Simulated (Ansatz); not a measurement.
**CH₅B₂NS: how energies converge with the basis set**

One table from this session's results is given with a row withheld; the runs are named, their logs left out.

Program: Ansatz 0.2.0, Gaussian basis. Level of theory: one geometry, several basis sets. These are calculated values, not measurements.

Plan: PBE0-D4/def2-SVP; ωB97M-V/def2-SVP; PBE0-D4/def2-QZVPP; ωB97M-V/def2-QZVPP; the functionals' def2-TZVPP values are taken from earlier runs.

## Structure used throughout

An earlier PBE0-D4 in a triple-zeta def2 set relaxation fixed the geometry.

SMILES `BNBC=S`, 10 atoms, charge 0, spin multiplicity 1.

Atoms are counted from 1 here; the program's logs count them from 0.

Bond lengths: B1–N2 1.414 Å, B1–H6 1.195 Å, B1–H7 1.195 Å, N2–B3 1.422 Å, N2–H8 1.010 Å, B3–C4 1.557 Å, B3–H9 1.197 Å, C4–S5 1.616 Å, C4–H10 1.092 Å. Angles: N2–B1–H6 119.5°, N2–B1–H7 118.8°, H6–B1–H7 121.7°, B1–N2–B3 126.8°, B1–N2–H8 117.2°, B3–N2–H8 116.0°, N2–B3–C4 121.7°, N2–B3–H9 119.4°, C4–B3–H9 118.9°, B3–C4–S5 114.1°, B3–C4–H10 125.5°, S5–C4–H10 120.4°.

Set-up of the first run:

Contents of in.yaml:

```yaml
crystal:
  periodic: [false, false, false]
  atoms:
    - {symbol: B, position_ang: [-1.500424, -0.464992, 0.401704]}
    - {symbol: N, position_ang: [-0.147768, -0.763634, 0.687059]}
    - {symbol: B, position_ang: [0.997433, -0.064660, 0.214603]}
    - {symbol: C, position_ang: [0.881852, 1.086851, -0.826708]}
    - {symbol: S, position_ang: [1.335943, 0.672573, -2.320866]}
    - {symbol: H, position_ang: [-2.365873, -1.134860, 0.882413]}
    - {symbol: H, position_ang: [-1.746643, 0.461973, -0.310997]}
    - {symbol: H, position_ang: [0.032592, -1.548215, 1.297553]}
    - {symbol: H, position_ang: [2.083250, -0.390186, 0.597798]}
    - {symbol: H, position_ang: [0.512839, 2.093951, -0.619661]}
basis:
  gaussian: {orbitals: def2-SVP}
hamiltonian: {xc: pbe0, dispersion: d4}
output: {orbitals: {seedname: orbitals}}
```

Among the steps run: PBE0-D4 in def2-SVP; ωB97M-V in def2-SVP; PBE0-D4 in def2-QZVPP; ωB97M-V in def2-QZVPP.

One table of the session follows, with a row left open; its other results are not shown here.

It belongs to the step «Functionals by basis». 

```
functional       basis  HOMO (eV)  LUMO (eV)
   PBE0-D4    def2-SVP      -6.35      -2.38
   PBE0-D4  def2-TZVPP      -6.49      -2.54
   PBE0-D4  def2-QZVPP      -6.52      -2.57
   ωB97M-V    def2-SVP          ?          ?
   ωB97M-V  def2-TZVPP      -8.66      -0.37
   ωB97M-V  def2-QZVPP      -8.70      -0.43
```

Q: Estimate the row for ωB97M-V, def2-SVP from the others.

**Answer.** HOMO (eV): -8.49; LUMO (eV): -0.11. In the column «HOMO (eV)» it lies between ωB97M-V, def2-TZVPP (-8.66) and PBE0-D4, def2-QZVPP (-6.52).
